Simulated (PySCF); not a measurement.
**The bond of BBr, level by level**

What are the lowest state that PBE0 finds, the bond length, vibrational wavenumber and bond energy of BBr, and how much do these hang on the method?

Computed with PySCF 2.14.0. Level: B jorge-DZP-DKH, Br jorge-DZP-DKH, spin-free X2C with a Gaussian nucleus.

### Step 1. Input

The job is set up so:

| Property | Result |
| --- | --- |
| atoms | B, Br |
| charge | 0 |
| basis | B jorge-DZP-DKH, Br jorge-DZP-DKH |
| Hamiltonian | spin-free X2C with a Gaussian nucleus |
| basis functions | 58 |
| electrons treated | 40 |
| masses in u | 11.0093, 78.9183 |
| levels | PBE0, PBE, r²SCAN, r²SCAN0, revPBE, MN15, HF, MP2, SCS-MP2, CCSD, CCSD(T) |
| grid | 80 radial by 434 angular points |
| occupations | held fixed by the projection of orbital angular momentum |
| dissociation limit | B + Br, each in its ground configuration |
| starting distance in angstrom | 1.930 |
| values of 2S to try | 0, 2 |

After this run come: PBE0 along the bond; Other states along the same grid; PBE; r²SCAN (meta-GGA); r²SCAN0 (hybrid meta-GGA); revPBE; MN15 (hybrid meta-GGA); RHF (mean field); Correlated methods on the Hartree–Fock reference.

**Question.** What will these runs give? Wanted: for each run, Re; ωe; De; μ.

As calculated:

Lowest PBE0 solution found, without spin–orbit coupling: ¹Σ⁺ (singlet), closed shell. State 2 has its PBE0 minimum 2.02 eV higher. The other levels ran on the lowest alone.

```tsv
level	Re (Å)	ωe (cm⁻¹)	De (eV)	μ (D)
RHF	1.893	694	2.97	0.91
RHF-MP2	1.845	756	4.26	n/a
RHF-SCS-MP2	1.855	740	4.11	n/a
RHF-CCSD	1.861	733	4.03	n/a
RHF-CCSD(T)	1.863	728	4.15	n/a
PBE	1.911	658	4.76	1.51
revPBE	1.920	647	4.54	1.42
r²SCAN	1.901	668	4.57	1.41
PBE0	1.892	686	4.51	1.37
r²SCAN0	1.888	688	4.36	1.30
MN15	1.883	693	4.62	1.30
```

De is counted to B + Br in their ground configurations. A positive dipole means B(−)Br(+).

Differences from CCSD(T) in the same basis:

```tsv
level	Re (mÅ)	ωe (%)
RHF	+30	-4.7
RHF-MP2	-19	+3.8
RHF-SCS-MP2	-9	+1.7
RHF-CCSD	-2	+0.7
PBE	+47	-9.7
revPBE	+57	-11.1
r²SCAN	+37	-8.2
PBE0	+28	-5.8
r²SCAN0	+25	-5.4
MN15	+20	-4.7
```

Judged by CCSD(T) in the same basis: best bond length RHF-CCSD (-2 mÅ), worst revPBE (+57 mÅ); best wavenumber RHF-CCSD (+0.7 %), worst revPBE (-11.1 %). CCSD(T) in a basis this small is itself some way from its limit, more so than the functionals. Of the levels with a De here, RHF gives the least (2.97 eV) and PBE the most (4.76 eV).

Correlated steps freeze 10 core orbitals.
